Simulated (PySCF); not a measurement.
**A gas-phase reaction: C2H6Zn + H2S → CH4SZn + CH4**

Aim: the reaction energy of `[CH3][Zn][CH3]` + `S` → `[CH3][Zn][SH]` + `C`.

Programs: PySCF 2.14.0. All values are calculated, for the isolated system unless a continuum is named. Atoms count from 0, parts from 1.

## Step 1: Starting point

Each species was relaxed by itself at PBE0-D3(BJ)/def2-SVPD.

## Step 2: Energies of the species: wB97M-D3(BJ)/def2-TZVPD

Job settings and geometry (Å):

```
{"job": {"kind": "react", "xc": "wB97M-D3(BJ)", "basis": "def2-TZVPD"}, "charge": 0, "multiplicity": 1}
-1 C2H6Zn charge 0 multiplicity 1
C      1.283320    -0.873320    -1.168510
Zn    -0.001010     0.002230    -0.002760
C     -1.283470     0.873530     1.168220
H      2.210210    -1.132990    -0.632600
H      0.881180    -1.808050    -1.590780
H      1.569460    -0.231890    -2.017310
H     -1.854620     0.143660     1.763850
H     -0.790260     1.555850     1.878790
H     -2.014950     1.471130     0.601080

-1 H2S charge 0 multiplicity 1
S     -0.000530     0.615350     0.006840
H     -0.984040    -0.309200    -0.011900
H      0.965630    -0.327470    -0.000610

+1 CH4SZn charge 0 multiplicity 1
C     -0.602420    -0.928970     0.702220
Zn     0.085200     0.600360    -0.257740
S      0.837740     2.362560    -1.337640
H      0.162710    -1.364440     1.362340
H     -1.461230    -0.648580     1.330700
H     -0.938610    -1.717870     0.012880
H      1.916590     1.696960    -1.812770

+1 CH4 charge 0 multiplicity 1
C     -0.003310    -0.000100    -0.000410
H      0.494860     0.749050    -0.628090
H      0.745440    -0.527680     0.603250
H     -0.531190    -0.719320    -0.638720
H     -0.722360     0.497560     0.661910
```

Level: wB97M-D3(BJ)/def2-TZVPD reaction energy of separated species, gas phase.

Command:

```
OMP_NUM_THREADS=1 python cluster_run.py task.json out
```

One launch serves the whole session: the jobs run in the order shown.

Standard output:

```text
species 1 (C2H6Zn)
coarse grid: 32632 points
cycle   1  E = -1859.2176106495  dE = -3.224e-01  |g| = 8.020e-01  |ddm| = 2.527e+00
cycle   2  E = -1859.1674425882  dE =  5.017e-02  |g| = 1.292e+00  |ddm| = 1.724e+00
cycle   3  E = -1859.2801065217  dE = -1.127e-01  |g| = 6.125e-02  |ddm| = 5.880e-01
cycle   4  E = -1859.2811940851  dE = -1.088e-03  |g| = 2.346e-02  |ddm| = 7.764e-02
cycle   5  E = -1859.2813926231  dE = -1.985e-04  |g| = 5.287e-03  |ddm| = 6.080e-02
cycle   6  E = -1859.2814018831  dE = -9.260e-06  |g| = 1.686e-03  |ddm| = 1.395e-02
final grid: 67688 points
cycle   7  E = -1859.2812848522  dE = -1.800e-07  |g| = 2.374e-03  |ddm| = 4.597e-03
cycle   8  E = -1859.2812841838  dE =  6.685e-07  |g| = 4.196e-03  |ddm| = 3.016e-03
cycle   9  E = -1859.2812852817  dE = -1.098e-06  |g| = 1.078e-04  |ddm| = 1.605e-03
cycle  10  E = -1859.2812852870  dE = -5.311e-09  |g| = 3.263e-05  |ddm| = 3.114e-04
cycle  11  E = -1859.2812852876  dE = -5.857e-10  |g| = 9.366e-06  |ddm| = 1.050e-04
converged SCF energy = -1859.2812852876

species 2 (H2S)
coarse grid: 11264 points
cycle   1  E = -399.4336012659  dE = -1.424e-01  |g| = 1.945e-01  |ddm| = 1.016e+00
cycle   2  E = -399.4459453356  dE = -1.234e-02  |g| = 1.106e-01  |ddm| = 2.399e-01
cycle   3  E = -399.4491446499  dE = -3.199e-03  |g| = 1.578e-02  |ddm| = 9.278e-02
cycle   4  E = -399.4492189909  dE = -7.434e-05  |g| = 4.851e-03  |ddm| = 1.790e-02
cycle   5  E = -399.4492312278  dE = -1.224e-05  |g| = 9.336e-04  |ddm| = 7.536e-03
cycle   6  E = -399.4492319590  dE = -7.312e-07  |g| = 1.776e-04  |ddm| = 2.124e-03
final grid: 22496 points
cycle   7  E = -399.4492196850  dE = -2.329e-08  |g| = 1.134e-04  |ddm| = 6.111e-04
cycle   8  E = -399.4492196880  dE = -2.981e-09  |g| = 6.804e-05  |ddm| = 1.505e-04
cycle   9  E = -399.4492196888  dE = -7.671e-10  |g| = 8.753e-06  |ddm| = 5.994e-05
converged SCF energy = -399.4492196888

species 3 (CH4SZn)
coarse grid: 28824 points
cycle   1  E = -2218.1646942774  dE = -2.775e-01  |g| = 8.253e-01  |ddm| = 2.211e+00
cycle   2  E = -2218.1178593322  dE =  4.683e-02  |g| = 1.341e+00  |ddm| = 1.608e+00
cycle   3  E = -2218.2423895861  dE = -1.245e-01  |g| = 7.056e-02  |ddm| = 5.758e-01
cycle   4  E = -2218.2439632555  dE = -1.574e-03  |g| = 2.351e-02  |ddm| = 1.112e-01
cycle   5  E = -2218.2441633394  dE = -2.001e-04  |g| = 5.771e-03  |ddm| = 5.046e-02
cycle   6  E = -2218.2441854597  dE = -2.212e-05  |g| = 1.666e-03  |ddm| = 1.922e-02
cycle   7  E = -2218.2441869970  dE = -1.537e-06  |g| = 7.842e-04  |ddm| = 4.212e-03
final grid: 57480 points
cycle   8  E = -2218.2441025105  dE = -1.870e-07  |g| = 6.906e-04  |ddm| = 3.598e-03
cycle   9  E = -2218.2441025397  dE = -2.917e-08  |g| = 7.811e-04  |ddm| = 1.079e-03
cycle  10  E = -2218.2441026254  dE = -8.571e-08  |g| = 1.711e-04  |ddm| = 5.622e-04
cycle  11  E = -2218.2441026294  dE = -3.991e-09  |g| = 4.737e-05  |ddm| = 9.567e-05
cycle  12  E = -2218.2441026311  dE = -1.719e-09  |g| = 6.149e-06  |ddm| = 1.446e-04
cycle  13  E = -2218.2441026311  dE = -2.456e-11  |g| = 1.782e-06  |ddm| = 1.391e-05
converged SCF energy = -2218.2441026311

species 4 (CH4)
coarse grid: 15072 points
cycle   1  E = -40.5278739447  dE = -1.934e-01  |g| = 1.334e-01  |ddm| = 1.251e+00
cycle   2  E = -40.5302868454  dE = -2.413e-03  |g| = 8.952e-02  |ddm| = 1.943e-01
cycle   3  E = -40.5321520836  dE = -1.865e-03  |g| = 5.682e-03  |ddm| = 4.934e-02
cycle   4  E = -40.5321618052  dE = -9.722e-06  |g| = 3.951e-04  |ddm| = 1.276e-02
final grid: 32696 points
cycle   5  E = -40.5321627696  dE = -9.736e-08  |g| = 9.631e-05  |ddm| = 3.036e-03
cycle   6  E = -40.5321627760  dE = -6.415e-09  |g| = 3.212e-05  |ddm| = 7.798e-04
cycle   7  E = -40.5321627766  dE = -5.521e-10  |g| = 1.688e-05  |ddm| = 2.286e-04
converged SCF energy = -40.5321627766

Reaction energy = -28.626 kcal/mol
```

It took 41 s on 1 thread of Arm Neoverse N1, shared host; peak memory 0.65 GiB.

Species by species (with the dispersion term, which the log's SCF energies lack):

| ν | species | energy (Eh) | HOMO (eV) |
| --- | --- | --- | --- |
| -1 | [CH3][Zn][CH3] | -1859.28806 | -9.47 |
| -1 | S | -399.45056 | -9.89 |
| +1 | [CH3][Zn][SH] | -2218.24968 | -9.39 |
| +1 | C | -40.53455 | -13.46 |

## Step 3: Reaction energy: PBE0-D3(BJ)/def2-TZVPD

Same as in step 2 but for these lines:

```diff
@@ -1,2 +1,2 @@
-{"job": {"kind": "react", "xc": "wB97M-D3(BJ)", "basis": "def2-TZVPD"}, "charge": 0, "multiplicity": 1}
+{"job": {"kind": "react", "xc": "PBE0", "basis": "def2-TZVPD", "disp": "d3bj"}, "charge": 0, "multiplicity": 1}
 -1 C2H6Zn charge 0 multiplicity 1
```

With the program's defaults for keys left out, this is: PBE0-D3(BJ)/def2-TZVPD reaction energy of separated species, gas phase.

Standard output:

```text
species 1 (C2H6Zn)
coarse grid: 32632 points
cycle   1  E = -1858.7649180000  dE = -3.808e-01  |g| = 1.022e+00  |ddm| = 2.971e+00
cycle   2  E = -1858.5727358362  dE =  1.922e-01  |g| = 1.888e+00  |ddm| = 2.415e+00
cycle   3  E = -1858.8834445780  dE = -3.107e-01  |g| = 1.308e-01  |ddm| = 1.289e+00
cycle   4  E = -1858.8874683937  dE = -4.024e-03  |g| = 3.875e-02  |ddm| = 1.502e-01
cycle   5  E = -1858.8877219649  dE = -2.536e-04  |g| = 7.246e-03  |ddm| = 3.988e-02
cycle   6  E = -1858.8877277604  dE = -5.796e-06  |g| = 5.980e-04  |ddm| = 8.168e-03
final grid: 67688 points
cycle   7  E = -1858.8877181563  dE = -4.450e-08  |g| = 7.608e-04  |ddm| = 3.578e-03
cycle   8  E = -1858.8877180403  dE =  1.159e-07  |g| = 1.579e-03  |ddm| = 1.451e-03
cycle   9  E = -1858.8877182351  dE = -1.948e-07  |g| = 1.196e-04  |ddm| = 7.733e-04
cycle  10  E = -1858.8877182391  dE = -4.029e-09  |g| = 1.971e-05  |ddm| = 1.472e-04
cycle  11  E = -1858.8877182392  dE = -1.057e-10  |g| = 1.953e-06  |ddm| = 2.093e-05
converged SCF energy = -1858.8877182392

species 2 (H2S)
coarse grid: 2864 points
cycle   1  E = -399.2518633883  dE = -9.250e-02  |g| = 1.630e-01  |ddm| = 1.023e+00
cycle   2  E = -399.2538576593  dE = -1.994e-03  |g| = 1.600e-01  |ddm| = 2.978e-01
cycle   3  E = -399.2614719053  dE = -7.614e-03  |g| = 1.497e-02  |ddm| = 1.477e-01
cycle   4  E = -399.2614865172  dE = -1.461e-05  |g| = 1.103e-03  |ddm| = 5.881e-03
cycle   5  E = -399.2614868976  dE = -3.804e-07  |g| = 6.136e-04  |ddm| = 1.717e-03
final grid: 22496 points
cycle   6  E = -399.2625175563  dE = -7.084e-06  |g| = 4.896e-03  |ddm| = 1.692e-02
cycle   7  E = -399.2625181888  dE = -6.325e-07  |g| = 3.960e-03  |ddm| = 6.698e-03
cycle   8  E = -399.2625211208  dE = -2.932e-06  |g| = 2.911e-04  |ddm| = 3.504e-03
cycle   9  E = -399.2625211485  dE = -2.777e-08  |g| = 3.583e-05  |ddm| = 2.357e-04
cycle  10  E = -399.2625211489  dE = -3.620e-10  |g| = 6.382e-06  |ddm| = 2.919e-05
converged SCF energy = -399.2625211489

species 3 (CH4SZn)
coarse grid: 28824 points
cycle   1  E = -2217.6065692229  dE = -2.867e-01  |g| = 1.005e+00  |ddm| = 2.537e+00
cycle   2  E = -2217.3991005898  dE =  2.075e-01  |g| = 1.922e+00  |ddm| = 2.347e+00
cycle   3  E = -2217.7199742555  dE = -3.209e-01  |g| = 1.087e-01  |ddm| = 1.285e+00
cycle   4  E = -2217.7228183458  dE = -2.844e-03  |g| = 4.634e-02  |ddm| = 1.745e-01
cycle   5  E = -2217.7232192785  dE = -4.009e-04  |g| = 7.048e-03  |ddm| = 3.743e-02
cycle   6  E = -2217.7232274549  dE = -8.176e-06  |g| = 3.270e-03  |ddm| = 9.749e-03
cycle   7  E = -2217.7232299265  dE = -2.472e-06  |g| = 4.303e-04  |ddm| = 3.489e-03
final grid: 57480 points
cycle   8  E = -2217.7232345091  dE = -1.766e-08  |g| = 5.044e-04  |ddm| = 2.067e-03
cycle   9  E = -2217.7232344597  dE =  4.938e-08  |g| = 7.934e-04  |ddm| = 1.018e-03
cycle  10  E = -2217.7232345672  dE = -1.075e-07  |g| = 1.628e-04  |ddm| = 5.502e-04
cycle  11  E = -2217.7232345699  dE = -2.658e-09  |g| = 1.996e-05  |ddm| = 9.101e-05
cycle  12  E = -2217.7232345700  dE = -8.686e-11  |g| = 3.374e-06  |ddm| = 2.102e-05
converged SCF energy = -2217.7232345700

species 4 (CH4)
coarse grid: 3568 points
cycle   1  E = -40.4582001729  dE = -2.007e-01  |g| = 2.716e-01  |ddm| = 1.409e+00
cycle   2  E = -40.4545552586  dE =  3.645e-03  |g| = 2.993e-01  |ddm| = 3.088e-01
cycle   3  E = -40.4773708272  dE = -2.282e-02  |g| = 2.107e-03  |ddm| = 1.507e-01
cycle   4  E = -40.4773716487  dE = -8.214e-07  |g| = 2.130e-04  |ddm| = 2.672e-03
final grid: 32696 points
cycle   5  E = -40.4741126166  dE = -1.391e-05  |g| = 4.503e-03  |ddm| = 6.030e-02
cycle   6  E = -40.4741115778  dE =  1.039e-06  |g| = 4.924e-03  |ddm| = 6.345e-03
cycle   7  E = -40.4741174681  dE = -5.890e-06  |g| = 3.287e-05  |ddm| = 2.492e-03
cycle   8  E = -40.4741174685  dE = -3.330e-10  |g| = 6.776e-06  |ddm| = 1.012e-04
converged SCF energy = -40.4741174685

Reaction energy = -29.631 kcal/mol
```

Run time: 23 s. Hardware: 1 thread of Arm Neoverse N1, shared host; peak memory 0.61 GiB.

Reaction energy at this level: -29.63 kcal/mol.

## Step 4: Reaction energy: MP2/def2-TZVPD

Same as in step 3 but for these lines:

```diff
@@ -1,2 +1,2 @@
-{"job": {"kind": "react", "xc": "PBE0", "basis": "def2-TZVPD", "disp": "d3bj"}, "charge": 0, "multiplicity": 1}
+{"job": {"kind": "react", "xc": "MP2", "basis": "def2-TZVPD"}, "charge": 0, "multiplicity": 1}
 -1 C2H6Zn charge 0 multiplicity 1
```

With the program's defaults for keys left out, this is: MP2/def2-TZVPD reaction energy of separated species, gas phase.

Standard output:

```text
species 1 (C2H6Zn)
final grid: 67688 points
cycle   1  E = -1857.0027588174  dE = -3.046e-01  |g| = 3.819e-01  |ddm| = 2.334e+00
cycle   2  E = -1857.0283305525  dE = -2.557e-02  |g| = 3.551e-01  |ddm| = 7.672e-01
cycle   3  E = -1857.0372248981  dE = -8.894e-03  |g| = 5.739e-02  |ddm| = 1.496e-01
cycle   4  E = -1857.0384473274  dE = -1.222e-03  |g| = 9.572e-03  |ddm| = 1.426e-01
cycle   5  E = -1857.0384888500  dE = -4.152e-05  |g| = 3.062e-03  |ddm| = 2.528e-02
cycle   6  E = -1857.0384940795  dE = -5.229e-06  |g| = 8.751e-04  |ddm| = 9.444e-03
cycle   7  E = -1857.0384945175  dE = -4.380e-07  |g| = 1.683e-04  |ddm| = 4.018e-03
cycle   8  E = -1857.0384945294  dE = -1.191e-08  |g| = 2.046e-05  |ddm| = 7.678e-04
cycle   9  E = -1857.0384945296  dE = -2.281e-10  |g| = 4.183e-06  |ddm| = 1.296e-04
converged SCF energy = -1857.0384945296

species 2 (H2S)
final grid: 22496 points
cycle   1  E = -398.6881060636  dE = -1.695e-01  |g| = 2.014e-01  |ddm| = 9.977e-01
cycle   2  E = -398.7050961840  dE = -1.699e-02  |g| = 7.023e-02  |ddm| = 1.849e-01
cycle   3  E = -398.7068537387  dE = -1.758e-03  |g| = 2.154e-02  |ddm| = 5.634e-02
cycle   4  E = -398.7071965413  dE = -3.428e-04  |g| = 6.311e-03  |ddm| = 2.471e-02
cycle   5  E = -398.7072259550  dE = -2.941e-05  |g| = 1.395e-03  |ddm| = 9.170e-03
cycle   6  E = -398.7072274366  dE = -1.482e-06  |g| = 3.129e-04  |ddm| = 2.398e-03
cycle   7  E = -398.7072275223  dE = -8.569e-08  |g| = 5.003e-05  |ddm| = 6.832e-04
cycle   8  E = -398.7072275246  dE = -2.251e-09  |g| = 1.186e-05  |ddm| = 9.128e-05
cycle   9  E = -398.7072275247  dE = -1.237e-10  |g| = 1.950e-06  |ddm| = 2.073e-05
converged SCF energy = -398.7072275247

species 3 (CH4SZn)
final grid: 57480 points
cycle   1  E = -2215.5374542751  dE = -2.841e-01  |g| = 4.250e-01  |ddm| = 2.094e+00
cycle   2  E = -2215.5719088850  dE = -3.445e-02  |g| = 4.079e-01  |ddm| = 7.812e-01
cycle   3  E = -2215.5852912596  dE = -1.338e-02  |g| = 6.102e-02  |ddm| = 1.738e-01
cycle   4  E = -2215.5866857520  dE = -1.394e-03  |g| = 2.190e-02  |ddm| = 1.193e-01
cycle   5  E = -2215.5869043300  dE = -2.186e-04  |g| = 5.751e-03  |ddm| = 3.980e-02
cycle   6  E = -2215.5869277452  dE = -2.342e-05  |g| = 1.700e-03  |ddm| = 1.468e-02
cycle   7  E = -2215.5869301929  dE = -2.448e-06  |g| = 5.192e-04  |ddm| = 5.097e-03
cycle   8  E = -2215.5869303648  dE = -1.720e-07  |g| = 1.483e-04  |ddm| = 1.357e-03
cycle   9  E = -2215.5869303763  dE = -1.148e-08  |g| = 2.949e-05  |ddm| = 3.602e-04
cycle  10  E = -2215.5869303771  dE = -8.145e-10  |g| = 9.228e-06  |ddm| = 1.017e-04
converged SCF energy = -2215.5869303771

species 4 (CH4)
final grid: 32696 points
cycle   1  E = -40.2047135228  dE = -1.974e-01  |g| = 1.529e-01  |ddm| = 1.221e+00
cycle   2  E = -40.2121421257  dE = -7.429e-03  |g| = 3.682e-02  |ddm| = 2.041e-01
cycle   3  E = -40.2127050830  dE = -5.630e-04  |g| = 6.404e-03  |ddm| = 3.827e-02
cycle   4  E = -40.2127181824  dE = -1.310e-05  |g| = 1.642e-03  |ddm| = 1.100e-02
cycle   5  E = -40.2127197081  dE = -1.526e-06  |g| = 2.165e-04  |ddm| = 6.916e-03
cycle   6  E = -40.2127197413  dE = -3.320e-08  |g| = 2.839e-05  |ddm| = 1.798e-03
cycle   7  E = -40.2127197418  dE = -4.271e-10  |g| = 1.324e-06  |ddm| = 7.250e-05
converged SCF energy = -40.2127197418

Reaction energy = -28.836 kcal/mol
```

It took 11 s on 1 thread of Arm Neoverse N1, shared host; peak memory 0.48 GiB.

Reaction energy at this level: -28.84 kcal/mol.

## Step 5: Comparing the runs

Energies in kcal/mol, with wall time:

| run | reaction | time |
| --- | --- | --- |
| wB97M-D3(BJ)/def2-TZVPD | -28.63 | 41 s |
| PBE0-D3(BJ)/def2-TZVPD | -29.63 | 23 s |
| MP2/def2-TZVPD | -28.84 | 11 s |

## Step 6: Summary of results

| quantity | value |
| --- | --- |
| reaction energy (wB97M-D3(BJ)/def2-TZVPD) | -28.63 kcal/mol |
| ΔH, ΔG at 298 K (xTB thermal terms) | -25.2, -26.8 kcal/mol |
| range of the reaction energy over the runs of this table | -29.63 to -28.63 kcal/mol |

The reaction is exothermic by 25.2 kcal/mol in the gas phase; dispersion gives +0.09, and xTB itself gave -33.76 for the electronic energy (xTB energies and thermal terms come from the earlier relaxation of each species, not shown). No barrier was sought. The reaction energy runs from -29.63 (PBE0-D3(BJ)/def2-TZVPD) to -28.63 kcal/mol (wB97M-D3(BJ)/def2-TZVPD).
